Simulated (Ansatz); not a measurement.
# Ba2Tl5V3O12 (C2) in Ansatz: band structure with PBE

Aim: the band structure of Ba2Tl5V3O12 with PBE.

Program: Ansatz 0.2.0. These are calculated values, not measurements. Logs are shortened: lines on timing, memory, paths and dates and some standing lists are left out, and cuts for length are marked.

## Step 1: Starting point

The structure is monoclinic, space group C2 (No. 5). The conventional cell has a = 12.980 Å, b = 13.354 Å, c = 6.079 Å, α = 90.00°, β = 109.30°, γ = 90.00°. Ba (site symmetry 2) is surrounded by 6 O at 2.58 to 2.76 Å. Around Ba (site symmetry 2) lie 8 O at 2.76 to 3.03 Å. V (site symmetry 1) is surrounded by 4 O at 1.72 to 1.75 Å. V (site symmetry 2) is surrounded by 4 O at 1.71 to 1.76 Å. Tl (site symmetry 1) has 3 O at 2.57 to 2.74 Å as nearest neighbours. Tl (site symmetry 2) is surrounded by 4 O at 2.66 to 2.69 Å. Around Tl (site symmetry 1) lie 3 O at 2.55 to 2.75 Å. O (site symmetry 1) is surrounded by 1 V at 1.75 Å.

The cell was built by a generator and needn't be a form met in nature.

## Step 2: Band structure, PBE, collinear spin, ferromagnetic start

Input file input.yaml:

```yaml
crystal:
  lattice:
    - [6.48991, -6.67692, -0.04765]
    - [6.48991, 6.67692, -0.04765]
    - [-1.96739, 0.0, 5.7522]
  atoms:
    - { symbol: Ba, position: [0.47917, 0.52083, 0.0] }
    - { symbol: Ba, position: [0.79264, 0.20736, 0.0] }
    - { symbol: V, position: [0.65694, 0.94605, 0.25735], spin: 2.0 }
    - { symbol: V, position: [0.05395, 0.34306, 0.74265], spin: 2.0 }
    - { symbol: V, position: [0.57442, 0.42558, 0.5], spin: 2.0 }
    - { symbol: Tl, position: [0.49835, 0.85629, 0.63726] }
    - { symbol: Tl, position: [0.14371, 0.50165, 0.36274] }
    - { symbol: Tl, position: [0.01508, 0.98492, 0.5] }
    - { symbol: Tl, position: [0.30964, 0.12677, 0.21892] }
    - { symbol: Tl, position: [0.87323, 0.69036, 0.78108] }
    - { symbol: O, position: [0.0039, 0.26325, 0.44275] }
    - { symbol: O, position: [0.59719, 0.60676, 0.67706] }
    - { symbol: O, position: [0.91333, 0.4282, 0.84635] }
    - { symbol: O, position: [0.52536, 0.79943, 0.20594] }
    - { symbol: O, position: [0.68766, 0.41628, 0.31356] }
    - { symbol: O, position: [0.09251, 0.20316, 0.88601] }
    - { symbol: O, position: [0.58372, 0.31234, 0.68644] }
    - { symbol: O, position: [0.79684, 0.90749, 0.11399] }
    - { symbol: O, position: [0.5718, 0.08667, 0.15365] }
    - { symbol: O, position: [0.20057, 0.47464, 0.79406] }
    - { symbol: O, position: [0.73675, 0.9961, 0.55725] }
    - { symbol: O, position: [0.39324, 0.40281, 0.32294] }
hamiltonian:
  xc: pbe
  pseudopotentials: { kind: paw }
magnetization:
  spin_polarized: true
kpoints:
  mp_grid: { grid: [3, 3, 5] }
  band_path:
    path:
      - [[0.0, 0.0, 0.0], [-0.4862046389, -0.4862046389, -0.4268623399], [-0.2574465269, -0.2574465269, -0.5751034931], [-0.714962751, -0.714962751, 0.7213788133], [0.0, 0.0, 0.5], [-0.5, 0.5, 0.5], [-0.7425534731, 0.2574465269, 0.5751034931]]
      - [[-0.285037249, 0.714962751, -0.7213788133], [-0.5137953611, 0.4862046389, -0.5731376601], [-0.5, 0.5, 0.0], [0.0, 0.0, 0.0], [-0.5, 0.0, -0.5]]
      - [[-0.5, 0.0, 0.0], [0.0, 0.0, 0.0]]
    npoints: 10
scf:
  occupations: { method: fermi_dirac, width: 0.05 }
  n_extra_bands: 55
output:
  forces: true
  stress: true
  eigenvalues: true
  fatbands: false
  write_density: true
  write_potential: true
  elf: true
  volumetric_format: npy
```

Potentials or basis: Ansatz PAW.

Command:

```
$ ansatz run input.yaml --threads 8 --pin off --max-ram 20480MiB --backend cpu --events-out ev --progress --plain --runs-dir out
```

Standard output:

```text
Warning: RAYON_NUM_THREADS=8 ignored (pool sized by the plan → 8); use --threads N
scf.n_extra_bands = 55 over 98 filled bands (N_el = 196.0): the run solves 153 bands
[... 110 lines left out ...]
  k-point 1 ↑: bands = ["-59.5431", "-59.4091", "-59.4091", "-33.5219", "-33.4883", "-33.4669", "-33.3997", "-33.3997", "-33.3551", "-33.3551", "-33.3238", "-33.3238", "-20.9195", "-20.8957", "-12.4704", "-12.2744", "-12.2254", "-12.1892", "-11.9109", "-11.8504", "-11.7991", "-11.7672", "-11.7564", "-11.7188", "-11.6791", "-11.5596", "-6.2288", "-6.1365", "-6.1263", "-6.0767", "-6.0644", "-5.9981", "-5.5032", "-5.4960", "-5.4949", "-5.4669", "-5.4609", "-5.4543", "-5.4257", "-5.4171", "-5.4070", "-5.3979", "-5.3949", "-5.3563", "-5.3478", "-5.3396", "-5.3316", "-5.3259", "-5.3127", "-5.3045", "-5.2807", "-5.2734", "-5.2638", "-5.2532", "-5.2346", "-5.2235", "-5.2182", "-0.7835", "-0.5702", "-0.4727", "-0.3438", "-0.1012", "0.9499", "1.0521", "1.0915", "1.1541", "1.2535", "1.3012", "1.3131", "1.3390", "1.4236", "1.4726", "1.5181", "1.6573", "1.7840", "1.9739", "1.9952", "2.0369", "2.1827", "2.2495", "2.4156", "2.4818", "2.5106", "2.6210", "2.7109", "2.7411", "2.9746", "3.0576", "3.1220", "3.1827", "3.3386", "3.3529", "3.4298", "3.4969", "3.6575", "3.7392", "3.7896", "3.8631", "6.9561", "7.3297", "7.5059", "7.5857", "7.6471", "7.7618", "7.7974", "7.9607", "8.0387", "8.2257", "8.5534", "8.6378", "8.7147", "8.8982", "8.9499", "8.9728", "9.1025", "9.2193", "9.3157", "9.4558", "9.5431", "9.6119", "9.7982", "10.0630", "10.1080", "10.3183", "10.4715", "10.6794", "10.9313", "11.0949", "11.1720", "11.4545", "11.5699", "11.6561", "11.7402", "11.8981", "12.0455", "12.5505", "12.6348", "12.7983", "12.9574", "13.1109", "13.3413", "13.4126", "14.0013", "14.1154", "14.2053", "14.3309", "14.4422", "14.5086", "14.5567", "14.5916", "14.6660", "14.6793", "14.7796"]
  k-point 2 ↑: bands = ["-59.5431", "-59.4091", "-59.4091", "-33.5220", "-33.4883", "-33.4669", "-33.3997", "-33.3997", "-33.3551", "-33.3551", "-33.3238", "-33.3238", "-20.9181", "-20.8949", "-12.5228", "-12.2722", "-12.2008", "-12.1643", "-11.8752", "-11.8514", "-11.7934", "-11.7851", "-11.7803", "-11.7130", "-11.6826", "-11.5674", "-6.1957", "-6.1347", "-6.1245", "-6.0768", "-6.0733", "-6.0037", "-5.4991", "-5.4963", "-5.4929", "-5.4711", "-5.4626", "-5.4509", "-5.4272", "-5.4165", "-5.4137", "-5.4041", "-5.3975", "-5.3542", "-5.3423", "-5.3407", "-5.3289", "-5.3277", "-5.3207", "-5.3046", "-5.2867", "-5.2719", "-5.2678", "-5.2556", "-5.2314", "-5.2190", "-5.2148", "-0.7815", "-0.6574", "-0.5868", "-0.2911", "-0.1483", "1.0092", "1.0414", "1.0899", "1.1692", "1.2426", "1.2995", "1.3234", "1.3501", "1.3735", "1.4943", "1.5565", "1.6432", "1.7950", "2.0144", "2.0497", "2.0695", "2.1155", "2.2637", "2.3707", "2.3936", "2.4968", "2.6124", "2.8059", "2.9046", "2.9943", "3.0843", "3.2035", "3.2739", "3.2971", "3.3857", "3.5288", "3.5365", "3.6079", "3.7084", "3.7693", "3.8659", "7.1448", "7.2629", "7.3476", "7.5427", "7.6295", "7.7541", "7.8176", "7.8984", "8.0341", "8.1141", "8.3304", "8.4992", "8.7128", "8.7484", "8.8678", "8.9100", "9.0384", "9.1436", "9.2644", "9.4412", "9.4805", "9.5647", "9.6081", "10.0563", "10.1681", "10.3154", "10.4430", "10.8355", "10.9456", "11.1544", "11.4084", "11.5090", "11.6851", "11.7815", "12.0719", "12.0903", "12.3872", "12.5475", "12.6065", "12.8786", "13.0333", "13.2975", "13.5155", "13.6177", "13.9503", "14.1734", "14.2269", "14.3277", "14.3999", "14.4700", "14.5253", "14.6023", "14.6349", "14.7067", "14.7552"]
  k-point 15 ↓: bands = ["-59.5431", "-59.4091", "-59.4091", "-33.5220", "-33.4883", "-33.4669", "-33.3997", "-33.3997", "-33.3551", "-33.3551", "-33.3238", "-33.3238", "-20.9178", "-20.8953", "-12.5240", "-12.2668", "-12.2037", "-12.1599", "-11.9049", "-11.8333", "-11.8038", "-11.7887", "-11.7691", "-11.7080", "-11.6778", "-11.5683", "-6.1981", "-6.1327", "-6.1246", "-6.0766", "-6.0686", "-6.0042", "-5.4968", "-5.4945", "-5.4915", "-5.4709", "-5.4649", "-5.4527", "-5.4294", "-5.4157", "-5.4096", "-5.4073", "-5.3986", "-5.3582", "-5.3446", "-5.3389", "-5.3307", "-5.3281", "-5.3143", "-5.3070", "-5.2867", "-5.2771", "-5.2708", "-5.2496", "-5.2324", "-5.2239", "-5.2107", "-0.8544", "-0.7146", "-0.5508", "-0.1556", "-0.1177", "1.0157", "1.0777", "1.1071", "1.1507", "1.1772", "1.2608", "1.3231", "1.3609", "1.4131", "1.5001", "1.5659", "1.6491", "1.7406", "1.9877", "2.0222", "2.0913", "2.1308", "2.2305", "2.3661", "2.3853", "2.5651", "2.6415", "2.7836", "2.9261", "2.9899", "3.0250", "3.2226", "3.2863", "3.3071", "3.3415", "3.4284", "3.4741", "3.6575", "3.7368", "3.8068", "3.8591", "7.2025", "7.2625", "7.3692", "7.5457", "7.6365", "7.7749", "7.7787", "7.8980", "8.0373", "8.1454", "8.3345", "8.4956", "8.7253", "8.8125", "8.9088", "9.0385", "9.0809", "9.1270", "9.2157", "9.3891", "9.5176", "9.5856", "9.7395", "9.8051", "9.9895", "10.3807", "10.6487", "10.8215", "10.9310", "11.1218", "11.3873", "11.5017", "11.5737", "11.6420", "11.8746", "11.9555", "12.3369", "12.4060", "12.6886", "12.8800", "13.2046", "13.3840", "13.5849", "13.6808", "13.8897", "14.1169", "14.2616", "14.3785", "14.4715", "14.4931", "14.5496", "14.6233", "14.7017", "14.7532", "14.7698"]
```

bands.tsv:

```text
[... 86 lines left out ...]
```

rho_z.tsv:

```text
# z_ang	rho[e/angstrom^3]	rho_spin[e/angstrom^3]
# format = ansatz-planar-average/11
# lattice	6.489910000	-6.676920000	-0.047650000
# lattice	6.489910000	6.676920000	-0.047650000
# lattice	-1.967390000	0.000000000	5.752200000
# sites	22
# site	56	6.489910000	0.278160487	-0.047650000
# site	56	6.489910000	-3.907867738	-0.047650000
# site	23	9.896953014	1.930364341	1.403946197
# site	23	1.115476986	1.930364341	4.252953804
# site	23	5.506215000	-0.993792773	2.828450000
# site	81	7.537752731	2.389936745	3.601098376
[... 14 lines left out ...]
# site	8	10.149712466	1.731659202	3.122843148
# site	8	4.530943929	0.063898124	1.819683686
0.000000	1.903348e-1	-1.002899e-8
0.135097	1.978436e-1	-8.652111e-9
0.270193	2.195716e-1	-4.534544e-9
0.405290	2.525067e-1	2.037120e-9
0.540386	2.907992e-1	9.543239e-9
0.675483	3.287510e-1	1.636319e-8
[... 37 lines left out ...]
5.809151	2.195716e-1	-4.534544e-9
5.944248	1.978436e-1	-8.652111e-9
```

Wall time 3.9 min (8 threads of AMD EPYC 7B13 (Zen 3), shared host); peak memory 8.9 GiB.

Results:

```yaml
Free_energy: -84681.4269 eV
Pressure: 0.0 GPa
Largest_force: 0.005 eV/Å
Band_gap_on_the_k_mesh: 2.90 eV, indirect (least direct gap 2.95 eV)
Band_gap_along_the_path: 2.89 eV, indirect (least direct gap 2.95 eV)
Net_moment: 0.00 μB per cell
Absolute_moment: 0.00 μB per cell
```

Forces in eV/Å, atoms in the order of the input:
```
Ba   0.000  0.004  0.000
Ba   0.000 -0.005  0.000
V   -0.002  0.001 -0.001
V    0.002  0.001  0.001
V    0.000  0.000  0.000
Tl   0.002  0.001  0.001
Tl  -0.002  0.001 -0.001
Tl   0.000  0.003  0.000
Tl  -0.002 -0.003 -0.002
Tl   0.002 -0.003  0.002
O   -0.001  0.001  0.001
O   -0.002 -0.001  0.000
O   -0.001  0.002 -0.001
O   -0.004 -0.001  0.000
O   -0.001 -0.001 -0.001
O   -0.002  0.000  0.001
O    0.001 -0.001  0.001
O    0.002  0.000 -0.001
O    0.001  0.002  0.001
O    0.004 -0.001  0.000
O    0.001  0.001 -0.001
O    0.002 -0.001  0.000
```

Levels at the corners of the path, in eV from the valence-band top:
Spin up:
| point | band 96 | band 97 | band 98 | band 99 | band 100 | band 101 |
| --- | --- | --- | --- | --- | --- | --- |
| Γ | -0.21 | -0.09 | -0.06 | 2.89 | 3.50 | 3.66 |
| Y | -0.17 | -0.15 | -0.04 | 3.24 | 3.29 | 3.51 |
| F | -0.19 | -0.15 | -0.09 | 3.25 | 3.30 | 3.43 |
| H | -0.21 | -0.15 | -0.07 | 3.24 | 3.34 | 3.43 |
| Z | -0.26 | -0.15 | -0.08 | 3.20 | 3.35 | 3.44 |
| I | -0.17 | -0.14 | -0.05 | 3.24 | 3.26 | 3.53 |
| F1 | -0.19 | -0.15 | -0.09 | 3.25 | 3.30 | 3.43 |
| H1 | -0.21 | -0.15 | -0.07 | 3.24 | 3.34 | 3.43 |
| Y1 | -0.17 | -0.15 | -0.04 | 3.24 | 3.29 | 3.51 |
| X | -0.24 | -0.19 | -0.03 | 3.27 | 3.42 | 3.53 |
| Γ | -0.21 | -0.09 | -0.06 | 2.89 | 3.50 | 3.66 |
| N | -0.23 | -0.16 | -0.07 | 3.26 | 3.31 | 3.41 |
| M | -0.24 | -0.10 | -0.02 | 3.23 | 3.39 | 3.56 |
| Γ | -0.21 | -0.09 | -0.06 | 2.89 | 3.50 | 3.66 |
Spin down:
| point | band 95 | band 96 | band 97 | band 98 | band 99 | band 100 | band 101 | band 102 |
| --- | --- | --- | --- | --- | --- | --- | --- | --- |
| Γ | -0.32 | -0.21 | -0.09 | -0.06 | 2.89 | 3.50 | 3.66 | 3.67 |
| Y | -0.28 | -0.17 | -0.15 | -0.04 | 3.24 | 3.29 | 3.51 | 3.57 |
| F | -0.28 | -0.19 | -0.15 | -0.09 | 3.25 | 3.30 | 3.43 | 3.46 |
| H | -0.34 | -0.21 | -0.15 | -0.07 | 3.24 | 3.34 | 3.43 | 3.61 |
| Z | -0.26 | -0.26 | -0.15 | -0.08 | 3.20 | 3.35 | 3.44 | 3.57 |
| I | -0.26 | -0.17 | -0.14 | -0.05 | 3.24 | 3.26 | 3.53 | 3.59 |
| F1 | -0.28 | -0.19 | -0.15 | -0.09 | 3.25 | 3.30 | 3.43 | 3.46 |
| H1 | -0.34 | -0.21 | -0.15 | -0.07 | 3.24 | 3.34 | 3.43 | 3.61 |
| Y1 | -0.28 | -0.17 | -0.15 | -0.04 | 3.24 | 3.29 | 3.51 | 3.57 |
| X | -0.30 | -0.24 | -0.19 | -0.03 | 3.27 | 3.42 | 3.53 | 3.59 |
| Γ | -0.32 | -0.21 | -0.09 | -0.06 | 2.89 | 3.50 | 3.66 | 3.67 |
| N | -0.25 | -0.23 | -0.16 | -0.07 | 3.26 | 3.31 | 3.41 | 3.49 |
| M | -0.31 | -0.24 | -0.10 | -0.02 | 3.23 | 3.39 | 3.56 | 3.68 |
| Γ | -0.32 | -0.21 | -0.09 | -0.06 | 2.89 | 3.50 | 3.66 | 3.67 |

Caveat: the pressure holds a Pulay correction of +0.3 GPa for the finite cutoff; spin-orbit coupling is left out, which as a rule narrows the gap of such compounds by several tenths of an eV; the starting moments weren't kept.
